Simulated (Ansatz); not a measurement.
# C3H9CdNO: one species, many methods

The task here is to estimate one member of a computed series from the others.

Computed with Ansatz 0.2.0, Gaussian basis. Level: functionals in def2-TZVPP, the program's frozen cores in correlated methods.

Plan: LDA (SPW92), PBE-D4, revPBE-D4, BLYP-D4, r2SCAN-D4, B97M-V, PBE0-D4, B3LYP-D4, r2SCANh-D4, r2SCAN0-D4, HSE06-D4, BHLYP-D4, CAM-B3LYP-D4, LC-ωPBE, ωB97X-V, ωB97M-V, B2PLYP, PBE-QIDH; CCSD(T)/def2-SVP; CCSD(T)/def2-TZVPP; MP2/def2-QZVPP; extrapolation to the limit; RPA on PBE.

### Structure used throughout

An earlier PBE0-D4 in a triple-zeta def2 set relaxation fixed the geometry. Cd takes the def2 core potential; no spin-orbit term is included.

15 atoms, charge 0, spin multiplicity 1.

Atoms are counted from 1 here; the program's logs count them from 0.

Bond lengths: C1–C2 1.520 Å, C1–H7 1.092 Å, C1–H8 1.099 Å, C1–H9 1.094 Å, C2–C3 1.520 Å, C2–O4 1.399 Å, C2–H10 1.102 Å, C3–H11 1.092 Å, C3–H12 1.094 Å, C3–H13 1.099 Å, O4–Cd5 1.973 Å, Cd5–N6 2.004 Å, N6–H14 1.014 Å, N6–H15 1.014 Å. Angles: C2–C1–H7 110.3°, C2–C1–H8 110.2°, C2–C1–H9 111.9°, H7–C1–H8 108.3°, H7–C1–H9 108.6°, H8–C1–H9 107.5°, C1–C2–C3 111.3°, C1–C2–O4 111.9°, C1–C2–H10 107.8°, C3–C2–O4 111.9°, C3–C2–H10 107.8°, O4–C2–H10 105.9°, C2–C3–H11 110.3°, C2–C3–H12 111.9°, C2–C3–H13 110.2°, H11–C3–H12 108.6°, H11–C3–H13 108.3°, H12–C3–H13 107.4° and more.

Set-up of the first run:

in.yaml reads:

```yaml
crystal:
  periodic: [false, false, false]
  atoms:
    - {symbol: C, position_ang: [0.717711, 0.191542, 1.652163]}
    - {symbol: C, position_ang: [-0.572857, -0.404911, 1.115220]}
    - {symbol: C, position_ang: [-0.320156, -1.731482, 0.418140]}
    - {symbol: O, position_ang: [-1.259717, 0.494061, 0.292084]}
    - {symbol: Cd, position_ang: [-0.442552, 1.127378, -1.388441]}
    - {symbol: N, position_ang: [0.391850, 1.768487, -3.093878]}
    - {symbol: H, position_ang: [0.519448, 1.150140, 2.135479]}
    - {symbol: H, position_ang: [1.428343, 0.359809, 0.831463]}
    - {symbol: H, position_ang: [1.202832, -0.469626, 2.375631]}
    - {symbol: H, position_ang: [-1.237005, -0.596843, 1.972956]}
    - {symbol: H, position_ang: [-1.254682, -2.137135, 0.025828]}
    - {symbol: H, position_ang: [0.123647, -2.468935, 1.092740]}
    - {symbol: H, position_ang: [0.374713, -1.592813, -0.421373]}
    - {symbol: H, position_ang: [0.501563, 2.776232, -3.105702]}
    - {symbol: H, position_ang: [-0.173138, 1.534096, -3.902309]}
basis:
  gaussian: {orbitals: def2-TZVPP}
hamiltonian: {xc: lda}
output: {orbitals: {seedname: orbitals}}
```

Started as:

```sh
$ ansatz run in.yaml --threads 2 --pin off --events-out ev --progress --plain --max-ram 32768MiB --backend cuda --devices 0, --max-vram 18GiB
```

Steps of the session up to this table: LDA; PBE-D4 (GGA); revPBE-D4 (GGA); BLYP-D4 (GGA); r2SCAN-D4 (meta-GGA); B97M-V (meta-GGA); PBE0-D4 (hybrid); B3LYP-D4 (hybrid); r2SCANh-D4 (hybrid); r2SCAN0-D4 (hybrid); HSE06-D4 (hybrid); BHLYP-D4 (hybrid); CAM-B3LYP-D4 (range-separated); LC-ωPBE (range-separated); ωB97X-V (range-separated); ωB97M-V (range-separated); B2PLYP (double hybrid); PBE-QIDH (double hybrid).

One of the session's tables, all rows but one given; the rest of the session is left out.

It belongs to the step «Frontier levels by functional». 

| functional | HOMO (eV) | gap (eV) |
| --- | --- | --- |
| LDA (SPW92) | -5.80 | 3.92 |
| PBE-D4 | -5.57 | 3.93 |
| revPBE-D4 | -5.48 | 3.94 |
| BLYP-D4 | -5.48 | 3.85 |
| r2SCAN-D4 | -5.83 | 4.46 |
| B97M-V | -5.98 | 4.37 |
| PBE0-D4 | ? | ? |
| B3LYP-D4 | -6.82 | 5.70 |
| r2SCANh-D4 | -6.39 | 5.33 |
| r2SCAN0-D4 | -7.24 | 6.62 |
| HSE06-D4 | -6.64 | 5.48 |
| BHLYP-D4 | -8.31 | 8.23 |
| CAM-B3LYP-D4 | -8.49 | 8.55 |
| LC-ωPBE | -9.78 | 11.10 |
| ωB97X-V | -9.48 | 10.59 |
| ωB97M-V | -9.41 | 10.22 |

**Question.** Estimate the row for PBE0-D4.

**Answer.** HOMO (eV): -7.04; gap (eV): 6.25. In the column «HOMO (eV)» it lies between r2SCAN0-D4 (-7.24) and B3LYP-D4 (-6.82).
